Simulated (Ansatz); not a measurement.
# TaSb (rocksalt type): how the settings move a single-point run

Aim: see which settings change the result for TaSb (rocksalt type), by how much, and at what cost.

Method: reference: DFT, LDA, PAW with Ansatz's default frozen-core files, scalar-relativistic, in Ansatz 0.2.0.

### 1 The system as given

The structure is cubic, space group Fm-3m (No. 225). Conventional cell: a = 4.674 Å, b = 4.674 Å, c = 4.674 Å, α = 90.00°, β = 90.00°, γ = 90.00°. Ta (site symmetry m-3m) is surrounded by 6 Sb at 2.34 Å. Around Sb (site symmetry m-3m) lie 6 Ta at 2.34 Å.

As a file:

```
CELL_PARAMETERS angstrom
0.00000 2.33694 2.33694
2.33694 0.00000 2.33694
2.33694 2.33694 0.00000
ATOMIC_POSITIONS crystal
Ta 0.00000 0.00000 0.00000
Sb 0.50000 0.50000 0.50000
```

### 2 Reference

input.yaml reads:

```yaml
crystal:
  lattice:
    - [0.0, 2.3369443994, 2.3369443994]
    - [2.3369443994, 0.0, 2.3369443994]
    - [2.3369443994, 2.3369443994, 0.0]
  atoms:
    - { symbol: Ta, position: [0.0, 0.0, 0.0] }
    - { symbol: Sb, position: [0.5, 0.5, 0.5] }
kpoints:
  mp_grid: { grid: [13, 13, 13] }
scf:
  occupations: { method: fermi_dirac, width: 0.05 }
hamiltonian:
  xc: lda
  pseudopotentials: { kind: paw }
output:
  forces: true
  stress: true
  eigenvalues: true
basis:
  ecutwfc: 600
```

The run is started by

```sh
ansatz run input.yaml --threads 1 --pin off --max-ram 2048MiB --backend cpu --events-out ev --progress --plain --runs-dir out
```

### 3 Changed: dr2_threshold 1.0e-06, xc revpbe, xc_grid 4

input.yaml: that of step 2 with these lines changed.

```diff
@@ -12,4 +12,5 @@
   occupations: { method: fermi_dirac, width: 0.05 }
+  convergence: { dr2_threshold: 1.0e-06 }
 hamiltonian:
-  xc: lda
+  xc: revpbe
   pseudopotentials: { kind: paw }
@@ -19,3 +20,8 @@
   eigenvalues: true
+  write_density: true
+  write_potential: true
+  elf: true
+  volumetric_format: npy
 basis:
   ecutwfc: 600
+  xc_grid: 4
```

**Question.** What will these runs give? Wanted: for each run, ending; energy change; pressure; gap; force.

The runs gave:

| run | ending | energy change | pressure (GPa) | gap (eV) | force (eV/Å) | cycles | time |
| --- | --- | --- | --- | --- | --- | --- | --- |
| reference | converged | - | 210.9 | 0.00 | 0.00 | 6 | 3.5 s |
| 1: dr2_threshold 1.0e-06, xc revpbe, xc_grid 4 | converged | not comparable | 234.9 | 0.00 | 0.00 | 6 | 5.3 s |

Times don't compare one to one where runs were asked for different outputs or read a saved state (see the inputs); cycles may leave out searches for a lower state.

Residual by cycle in the longest SCF loop of each run; runs are numbered as in the table. The quantity is the density residual dr2, in eV.

```
cycle  reference    run 1
    1     0.0315   0.0174
    2      0.011  0.00589
    3     6.3e-4   1.9e-4
    4     1.6e-5   8.7e-6
    5     2.2e-7   2.5e-7
    6     2.8e-9   1.9e-8
```

**Reading.** After a change of functional the difference of the totals has no physical meaning; the pressure goes from 210.9 to 234.9 GPa. The numerical grids changed too. The structure is not at rest: the sound run finds 211 GPa, so these are no properties of the relaxed crystal. 
